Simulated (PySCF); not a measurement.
# EuHO2 (Eu(O)(OH)): the cost of one run

Program: PySCF 2.14.0. Level of theory: PBE0, Eu lcecp-1-SVP with ECP52, O def2-SVP, H def2-SVP; scalar-relativistic core potentials, no spin–orbit coupling. These are calculated values, not measurements.

1 further run of the same task is left out (for a known fault of the program).

**1. Starting geometry**

4 atoms, charge 0, spin multiplicity 1.

Bond lengths: Eu1–O2 1.839 Å, Eu1–O3 2.187 Å, O3–H4 0.966 Å. Angles: O2–Eu1–O3 131.8°, Eu1–O3–H4 158.7°.

Coordinates:

```csv
atom,x (Å),y (Å),z (Å)
Eu1,0.0000,0.0000,0.0000
O2,1.6785,0.0000,0.7512
O3,-1.9960,0.0000,0.8933
H4,-2.9556,0.0906,0.9523
```

Formal oxidation states: Eu +3. Each metal's 6 4f electrons lie in its core potential, so multiplicities, spins and levels count the valence alone.

**2. SCF at the start, singlet**

run.py (the lines that set the calculation)

```python
mol = gto.M(atom='''
Eu     0.00000     0.00000     0.00000
O      1.67850     0.00000     0.75120
O     -1.99600     0.00000     0.89330
H     -2.95560     0.09060     0.95230''',
    basis={'Eu': 'lcecp-1-SVP', 'O': 'def2-SVP', 'H': 'def2-SVP'},
    ecp={'Eu': 'lcecp-1-SVP'},
    charge=0, spin=0)
mf = dft.RKS(mol, xc='PBE0')
mf.grids.atom_grid = (50, 194)  # f atoms: unpruned, at least (60, 302)
mf = mf.density_fit()  # fitting sets: Eu AutoAux, O def2-universal-JKFIT, H def2-universal-JKFIT
mf.conv_tol = 1e-08; mf.max_cycle = 55
mf.kernel(dm0)  # dm0: free metal ions and neutral atoms
```

Command:

```sh
OMP_NUM_THREADS=2 python run.py
```

**Question.** How long does this run take on 2 threads of Arm Neoverse V2, shared host, and how much memory does it need?

About 1.6 s, with a peak of 0.38 GiB.
